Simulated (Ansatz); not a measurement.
# CH3ClOSW: up Jacob's ladder to CCSD(T)

The task here is to estimate one member of a computed series from the others.

Program: Ansatz 0.2.0, Gaussian basis. Level of theory: functionals in def2-TZVPP, the program's frozen cores in correlated methods. These are calculated values, not measurements.

Plan: LDA (SPW92), PBE-D4, revPBE-D4, BLYP-D4, r2SCAN-D4, B97M-V, PBE0-D4, B3LYP-D4, r2SCANh-D4, r2SCAN0-D4, HSE06-D4, BHLYP-D4, CAM-B3LYP-D4, LC-ωPBE, ωB97X-V, ωB97M-V, B2PLYP, PBE-QIDH; CCSD(T)/def2-SVP; CCSD(T)/def2-TZVPP; MP2/def2-QZVPP; extrapolation to the limit; RPA on PBE.

## Structure used throughout

All runs share one geometry, relaxed beforehand with PBE0-D4 in a triple-zeta def2 set. W takes the def2 core potential; no spin-orbit term is included.

SMILES `[CH3][W](=[O])(=[S])[Cl]`, 8 atoms, charge 0, spin multiplicity 1.

Atoms are counted from 1 here; the program's logs count them from 0.

Bond lengths: C1–W2 2.093 Å, C1–H6 1.096 Å, C1–H7 1.091 Å, C1–H8 1.094 Å, W2–O3 1.691 Å, W2–S4 2.124 Å, W2–Cl5 2.259 Å. Angles: W2–C1–H6 107.7°, W2–C1–H7 112.2°, W2–C1–H8 109.3°, H6–C1–H7 108.7°, H6–C1–H8 110.0°, H7–C1–H8 108.9°, C1–W2–O3 103.9°, C1–W2–S4 104.8°, C1–W2–Cl5 110.9°, O3–W2–S4 109.3°, O3–W2–Cl5 113.2°, S4–W2–Cl5 114.0°.

Set-up of the first run:

in.yaml reads:

```yaml
crystal:
  periodic: [false, false, false]
  atoms:
    - {symbol: C, position_ang: [-0.908013, -0.162022, 0.649395]}
    - {symbol: W, position_ang: [0.819637, 0.101130, -0.502908]}
    - {symbol: O, position_ang: [2.000046, -0.775704, 0.331120]}
    - {symbol: S, position_ang: [0.394526, -0.866673, -2.344670]}
    - {symbol: Cl, position_ang: [1.321758, 2.293139, -0.712302]}
    - {symbol: H, position_ang: [-0.726018, 0.291464, 1.630599]}
    - {symbol: H, position_ang: [-1.152195, -1.216405, 0.790094]}
    - {symbol: H, position_ang: [-1.749742, 0.335071, 0.158672]}
basis:
  gaussian: {orbitals: def2-TZVPP}
hamiltonian: {xc: lda}
output: {orbitals: {seedname: orbitals}}
```

Run with:

```console
ansatz run in.yaml --threads 4 --pin off --events-out ev --progress --plain --max-ram 10444MiB
```

Among the steps run: LDA; PBE-D4 (GGA); revPBE-D4 (GGA); BLYP-D4 (GGA); r2SCAN-D4 (meta-GGA); B97M-V (meta-GGA); PBE0-D4 (hybrid); B3LYP-D4 (hybrid); r2SCANh-D4 (hybrid); r2SCAN0-D4 (hybrid); HSE06-D4 (hybrid); BHLYP-D4 (hybrid); CAM-B3LYP-D4 (range-separated); LC-ωPBE (range-separated); ωB97X-V (range-separated); ωB97M-V (range-separated); B2PLYP (double hybrid); PBE-QIDH (double hybrid).

One table of the session follows, with a row left open; its other results are not shown here.

It belongs to the step «Frontier levels by functional». 

```
  functional  HOMO (eV)  LUMO (eV)  gap (eV)
 LDA (SPW92)      -6.84      -4.08      2.77
      PBE-D4      -6.68      -3.86      2.82
   revPBE-D4      -6.61      -3.78      2.83
     BLYP-D4          ?          ?         ?
   r2SCAN-D4      -6.97      -3.82      3.15
      B97M-V      -7.01      -3.76      3.25
     PBE0-D4      -7.90      -3.15      4.74
    B3LYP-D4      -7.65      -3.33      4.31
  r2SCANh-D4      -7.42      -3.54      3.87
  r2SCAN0-D4      -8.09      -3.12      4.97
    HSE06-D4      -7.50      -3.53      3.97
    BHLYP-D4      -8.95      -2.26      6.69
CAM-B3LYP-D4      -9.16      -2.11      7.05
     LC-ωPBE     -10.49      -1.05      9.44
     ωB97X-V     -10.15      -1.10      9.05
     ωB97M-V     -10.00      -1.12      8.88
```

Estimate the missing values for BLYP-D4.

Worked estimate for «HOMO (eV)». Against the share of exact exchange, B3LYP-D4 (0.2, -7.65), BHLYP-D4 (0.5, -8.95) give a slope of -4.33 per unit share; at 0 the line stands at -6.78.

As computed: HOMO (eV): -6.51; LUMO (eV): -3.73; gap (eV): 2.78. In «HOMO (eV)» the line misses by -0.27.
